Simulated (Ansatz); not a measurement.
**CH₇BGaNO: how energies converge with the basis set**

How large a basis does CH₇BGaNO need? Two functionals are run in growing sets.

The runs use Ansatz 0.2.0, Gaussian basis; one geometry, several basis sets.

Plan: PBE0-D4/def2-SVP; ωB97M-V/def2-SVP; PBE0-D4/def2-QZVPP; ωB97M-V/def2-QZVPP; the functionals' def2-TZVPP values are taken from earlier runs.

## (1) The relaxed structure

An earlier PBE0-D4 in a triple-zeta def2 set relaxation fixed the geometry.

SMILES `C[BH][Ga]([NH2])[OH]`, 12 atoms, charge 0, spin multiplicity 1.

Atoms are counted from 1 here; the program's logs count them from 0.

Bond lengths: C1–B2 1.551 Å, C1–H6 1.091 Å, C1–H7 1.093 Å, C1–H8 1.106 Å, B2–Ga3 2.086 Å, B2–H9 1.201 Å, Ga3–N4 1.825 Å, Ga3–O5 1.803 Å, N4–H10 1.006 Å, N4–H11 1.005 Å, O5–H12 0.959 Å. Angles: B2–C1–H6 116.6°, B2–C1–H7 114.5°, B2–C1–H8 102.7°, H6–C1–H7 110.3°, H6–C1–H8 106.1°, H7–C1–H8 105.3°, C1–B2–Ga3 123.1°, C1–B2–H9 117.9°, Ga3–B2–H9 118.9°, B2–Ga3–N4 128.1°, B2–Ga3–O5 118.1°, N4–Ga3–O5 113.8°, Ga3–N4–H10 124.5°, Ga3–N4–H11 123.8°, H10–N4–H11 111.4°, Ga3–O5–H12 114.4°.

As a file:

```xyz
12
charge 0, multiplicity 1
C     1.33831    1.82153   -0.21745
B     1.24420    0.27466   -0.16286
Ga   -0.56845   -0.75788   -0.17992
N    -1.33986   -1.70182    1.17852
O    -1.53841   -0.74468   -1.69977
H     0.48229    2.34737   -0.64221
H     2.26812    2.20496   -0.64500
H     1.37090    2.10129    0.85246
H     2.26518   -0.34724   -0.04610
H    -2.25553   -2.11654    1.13660
H    -0.93023   -1.80652    2.09077
H    -2.33651   -1.27516   -1.66504
```

## (2) PBE0-D4 in def2-SVP

in.yaml

```yaml
crystal:
  periodic: [false, false, false]
  atoms:
    - {symbol: C, position_ang: [1.338311, 1.821528, -0.217447]}
    - {symbol: B, position_ang: [1.244198, 0.274664, -0.162863]}
    - {symbol: Ga, position_ang: [-0.568450, -0.757883, -0.179917]}
    - {symbol: N, position_ang: [-1.339862, -1.701815, 1.178524]}
    - {symbol: O, position_ang: [-1.538414, -0.744678, -1.699767]}
    - {symbol: H, position_ang: [0.482286, 2.347374, -0.642205]}
    - {symbol: H, position_ang: [2.268118, 2.204964, -0.644999]}
    - {symbol: H, position_ang: [1.370896, 2.101288, 0.852458]}
    - {symbol: H, position_ang: [2.265184, -0.347238, -0.046099]}
    - {symbol: H, position_ang: [-2.255529, -2.116539, 1.136596]}
    - {symbol: H, position_ang: [-0.930229, -1.806517, 2.090767]}
    - {symbol: H, position_ang: [-2.336507, -1.275158, -1.665038]}
basis:
  gaussian: {orbitals: def2-SVP}
hamiltonian: {xc: pbe0, dispersion: d4}
output: {orbitals: {seedname: orbitals}}
```

On the command line:

```sh
$ ansatz run in.yaml --threads 2 --pin off --events-out ev --progress --plain --max-ram 22528MiB --backend cpu
```

The runs that follow: ωB97M-V in def2-SVP; PBE0-D4 in def2-QZVPP; ωB97M-V in def2-QZVPP.

**Question.** What will the summary of the whole plan be? Wanted: PBE0-D4: double and triple zeta above quadruple; ωB97M-V: double and triple zeta above quadruple.

**Answer**, as computed:

| quantity | value |
| --- | --- |
| PBE0-D4: double and triple zeta above quadruple | 14.70, 1.53 eV |
| ωB97M-V: double and triple zeta above quadruple | 14.88, 1.48 eV |

For PBE0-D4 the step from double to triple zeta gains 13.17 eV and the next only 1.53 eV. Total energies overstate the basis error of differences, where much of it tends to cancel.
